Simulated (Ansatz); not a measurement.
**TaN+ (quartet): from Hartree-Fock to the top rungs, def2-QZVPP**

The task here is to estimate one member of a computed series from the others.

Program: Ansatz 0.2.0, Gaussian basis. Level of theory: def2-QZVPP, core rule «outside noble gas», up to 5 orbitals frozen. These are calculated values, not measurements.

The runs, in order: UHF; ROHF; CCSD(T) on UHF.

## The geometry

The geometry is a PBE0/def2-TZVP stationary point (not a proven minimum) of the parent state, kept for this charge and spin. No spin-orbit coupling is included. Elements past krypton take def2 core potentials.

2 atoms, charge 1, spin multiplicity 4.

Atoms are counted from 1 here; the program's logs count them from 0.

Bond lengths: Ta1–N2 1.646 Å.

The first run:

Input file in.yaml:

```yaml
crystal:
  periodic: [false, false, false]
  atoms:
    - {symbol: Ta, position_ang: [0.000000, 0.000000, 0.000000]}
    - {symbol: N, position_ang: [0.000000, 0.000000, 1.646000]}
basis:
  gaussian: {orbitals: "def2-QZVPP.json"}
total_charge: 1
magnetization: {spin_polarized: true, initial_magnetization: 3}
hamiltonian: {xc: hf}
output: {orbitals: {seedname: orbitals}}
```

Command:

```
$ ansatz run in.yaml --threads 1 --pin off --events-out ev --progress --plain --max-ram 4096MiB --backend cpu
```

Steps of the session up to this table: UHF; ROHF; CCSD(T) on UHF.

One table of the session follows, with a row left open; its other results are not shown here.

```
  method  from UCCSD(T) (kcal/mol)
    ROHF                   +192.10
     UHF                         ?
    UMP2                     +9.35
   UCCSD                    +11.75
UCCSD(T)                         0
```

Estimate the missing values for UHF.

The run gave: from UCCSD(T) (kcal/mol): +186.44. In the column «from UCCSD(T) (kcal/mol)» it lies between UCCSD (+11.75) and ROHF (+192.10).
